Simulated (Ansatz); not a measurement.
# C₉H₁₇N₂Y: basis-set convergence

The task here is to estimate one member of a computed series from the others.

The runs use Ansatz 0.2.0, Gaussian basis; one geometry, several basis sets.

The runs, in order: PBE0-D4/def2-SVP; ωB97M-V/def2-SVP; PBE0-D4/def2-QZVPP; ωB97M-V/def2-QZVPP; the functionals' def2-TZVPP values are taken from earlier runs.

### Structure used throughout

The geometry comes from an earlier relaxation with PBE0-D4 in a triple-zeta def2 set; it is a stationary point, not always the lowest conformer. Y takes the def2 core potential; no spin-orbit term is included.

SMILES `C[N](C)[Y]1234([N](C)C)[C@H]5[C@@H]1[C@@H]2[C@@H]3[C@H]54`, 29 atoms, charge 0, spin multiplicity 1.

Atoms are counted from 1 here; the program's logs count them from 0.

Bond lengths: C1–N2 1.440 Å, C1–H13 1.095 Å, C1–H14 1.103 Å, C1–H15 1.104 Å, N2–C3 1.441 Å, N2–Y4 2.171 Å, C3–H16 1.103 Å, C3–H17 1.096 Å, C3–H18 1.103 Å, Y4–N5 2.144 Å, Y4–C8 2.644 Å, Y4–C9 2.662 Å, Y4–C10 2.678 Å, Y4–C11 2.644 Å, Y4–C12 2.626 Å, N5–C6 1.442 Å, N5–C7 1.435 Å, C6–H19 1.103 Å and more. Angles: N2–C1–H13 111.4°, N2–C1–H14 112.0°, N2–C1–H15 112.4°, H13–C1–H14 107.0°, H13–C1–H15 107.3°, H14–C1–H15 106.4°, C1–N2–C3 110.0°, C1–N2–Y4 127.7°, C3–N2–Y4 122.2°, N2–C3–H16 112.4°, N2–C3–H17 111.4°, N2–C3–H18 112.3°, H16–C3–H17 107.0°, H16–C3–H18 106.5°, H17–C3–H18 107.0°, N2–Y4–N5 114.8°, N2–Y4–C8 103.7°, N2–Y4–C9 131.0° and more.

The first run:

The input, in.yaml:

```yaml
crystal:
  periodic: [false, false, false]
  atoms:
    - {symbol: C, position_ang: [-2.986281, 0.318093, -0.520476]}
    - {symbol: N, position_ang: [-1.941362, -0.649038, -0.306160]}
    - {symbol: C, position_ang: [-2.428193, -1.974176, -0.596041]}
    - {symbol: Y, position_ang: [0.127396, -0.270256, 0.233099]}
    - {symbol: N, position_ang: [0.558004, 1.757565, 0.780382]}
    - {symbol: C, position_ang: [-0.568907, 2.340014, 1.465867]}
    - {symbol: C, position_ang: [1.638004, 2.695491, 0.668415]}
    - {symbol: C, position_ang: [1.353600, -2.535342, -0.362388]}
    - {symbol: C, position_ang: [2.162194, -1.939697, 0.632472]}
    - {symbol: C, position_ang: [2.751740, -0.782670, 0.081912]}
    - {symbol: C, position_ang: [2.289728, -0.647652, -1.241133]}
    - {symbol: C, position_ang: [1.425544, -1.733824, -1.518806]}
    - {symbol: H, position_ang: [-2.627849, 1.338114, -0.350068]}
    - {symbol: H, position_ang: [-3.376567, 0.281970, -1.551574]}
    - {symbol: H, position_ang: [-3.851421, 0.158406, 0.145844]}
    - {symbol: H, position_ang: [-3.265312, -2.266759, 0.060513]}
    - {symbol: H, position_ang: [-1.641282, -2.725771, -0.465611]}
    - {symbol: H, position_ang: [-2.795682, -2.067975, -1.632113]}
    - {symbol: H, position_ang: [-0.998036, 3.206613, 0.934922]}
    - {symbol: H, position_ang: [-0.312723, 2.682238, 2.482413]}
    - {symbol: H, position_ang: [-1.389944, 1.612842, 1.581602]}
    - {symbol: H, position_ang: [1.995323, 3.040723, 1.653340]}
    - {symbol: H, position_ang: [2.487356, 2.247093, 0.147747]}
    - {symbol: H, position_ang: [1.347252, 3.599759, 0.107832]}
    - {symbol: H, position_ang: [0.792418, -3.454147, -0.259877]}
    - {symbol: H, position_ang: [2.339622, -2.331549, 1.625482]}
    - {symbol: H, position_ang: [3.425589, -0.109987, 0.592726]}
    - {symbol: H, position_ang: [2.563576, 0.137676, -1.932387]}
    - {symbol: H, position_ang: [0.926222, -1.927763, -2.457921]}
basis:
  gaussian: {orbitals: def2-SVP}
hamiltonian: {xc: pbe0, dispersion: d4}
output: {orbitals: {seedname: orbitals}}
```

Command:

```
$ ansatz run in.yaml --threads 11 --pin off --events-out ev --progress --plain --max-ram 174080MiB --backend cpu
```

Among the steps run: PBE0-D4 in def2-SVP; ωB97M-V in def2-SVP; PBE0-D4 in def2-QZVPP; ωB97M-V in def2-QZVPP.

One table of the session follows, with a row left open; its other results are not shown here.

It belongs to the step «Functionals by basis». 

```
functional       basis  HOMO (eV)  LUMO (eV)
   PBE0-D4    def2-SVP      -5.40      -1.15
   PBE0-D4  def2-TZVPP      -5.47      -1.19
   PBE0-D4  def2-QZVPP          ?          ?
   ωB97M-V    def2-SVP      -7.66       0.08
   ωB97M-V  def2-TZVPP      -7.73      -0.01
   ωB97M-V  def2-QZVPP      -7.75      -0.10
```

Estimate the missing values for PBE0-D4, def2-QZVPP.

**Answer.** HOMO (eV): -5.49; LUMO (eV): -1.21. In the column «HOMO (eV)» it lies between ωB97M-V, def2-SVP (-7.66) and PBE0-D4, def2-TZVPP (-5.47).
